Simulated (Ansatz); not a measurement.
# CH7BOSSi: one species, many methods

One table from this session's results is given with a row withheld; the runs are named, their logs left out.

Method: functionals in def2-TZVPP, the program's frozen cores in correlated methods; program: Ansatz 0.2.0, Gaussian basis.

Levels to be run: PBE-D4, r2SCAN-D4, PBE0-D4, B3LYP-D4, ωB97X-V, ωB97M-V, B2PLYP; CCSD(T)/def2-TZVPP; MP2/def2-QZVPP; extrapolation to the limit.

### Structure used throughout

All runs share one geometry, relaxed beforehand with PBE0-D4 in a triple-zeta def2 set.

SMILES `OBCS[SiH3]`, 12 atoms, charge 0, spin multiplicity 1.

Atoms are counted from 1 here; the program's logs count them from 0.

Bond lengths: O1–B2 1.351 Å, O1–H6 0.960 Å, B2–C3 1.570 Å, B2–H7 1.202 Å, C3–S4 1.828 Å, C3–H8 1.092 Å, C3–H9 1.096 Å, S4–Si5 2.124 Å, Si5–H10 1.488 Å, Si5–H11 1.488 Å, Si5–H12 1.484 Å. Angles: B2–O1–H6 113.4°, O1–B2–C3 118.2°, O1–B2–H7 120.4°, C3–B2–H7 121.4°, B2–C3–S4 108.3°, B2–C3–H8 111.6°, B2–C3–H9 109.2°, S4–C3–H8 110.5°, S4–C3–H9 108.6°, H8–C3–H9 108.6°, C3–S4–Si5 98.7°, S4–Si5–H10 110.8°, S4–Si5–H11 111.1°, S4–Si5–H12 106.8°, H10–Si5–H11 108.0°, H10–Si5–H12 110.1°, H11–Si5–H12 110.1°.

Set-up of the first run:

Input file in.yaml:

```yaml
crystal:
  periodic: [false, false, false]
  atoms:
    - {symbol: O, position_ang: [-0.693789, 1.774226, 2.249789]}
    - {symbol: B, position_ang: [-0.855938, 1.518715, 0.933297]}
    - {symbol: C, position_ang: [0.122945, 0.498248, 0.250161]}
    - {symbol: S, position_ang: [-0.870894, -0.694141, -0.714645]}
    - {symbol: Si, position_ang: [0.702917, -1.940511, -1.407304]}
    - {symbol: H, position_ang: [-1.320622, 2.415611, 2.593271]}
    - {symbol: H, position_ang: [-1.722495, 2.070241, 0.308727]}
    - {symbol: H, position_ang: [0.737513, -0.024128, 0.986455]}
    - {symbol: H, position_ang: [0.783644, 1.038786, -0.437113]}
    - {symbol: H, position_ang: [1.675182, -1.159859, -2.219754]}
    - {symbol: H, position_ang: [1.440882, -2.553390, -0.270297]}
    - {symbol: H, position_ang: [0.077552, -2.998999, -2.238386]}
basis:
  gaussian: {orbitals: def2-TZVPP}
hamiltonian: {xc: pbe, dispersion: d4}
output: {forces: true, orbitals: {seedname: orbitals}}
```

Run with:

```sh
> ansatz run in.yaml --threads 4 --pin off --events-out ev --progress --plain --max-ram 10444MiB
```

Steps of the session up to this table: PBE-D4 (GGA); r2SCAN-D4 (meta-GGA); PBE0-D4 (hybrid); B3LYP-D4 (hybrid); ωB97X-V (range-separated); ωB97M-V (range-separated); B2PLYP (double hybrid); CCSD(T) in def2-TZVPP; MP2 in def2-QZVPP.

One of the session's tables, all rows but one given; the rest of the session is left out.

| method | atomisation energy (eV) |
| --- | --- |
| PBE-D4 | 44.816 |
| r2SCAN-D4 | 44.498 |
| PBE0-D4 | 44.258 |
| B3LYP-D4 | ? |
| ωB97X-V | 44.513 |
| ωB97M-V | 44.540 |
| B2PLYP | 43.792 |
| HF/def2-TZVPP | 33.082 |
| MP2/def2-TZVPP | 43.738 |
| CCSD/def2-TZVPP | 42.563 |
| CCSD(T)/def2-TZVPP | 43.150 |
| MP2/CBS | 44.882 |
| CCSD(T)/CBS | 44.294 |

Estimate the missing values for B3LYP-D4.

**Answer.** atomisation energy (eV): 44.276. In the column «atomisation energy (eV)» it lies between PBE0-D4 (44.258) and CCSD(T)/CBS (44.294).

Caveats from the session: Free atoms (1 O, 1 B, 1 C, 1 S, 1 Si, 7 H) were run apart at each level; the atomisation energy is their sum less the molecule, without zero-point or spin-orbit terms.
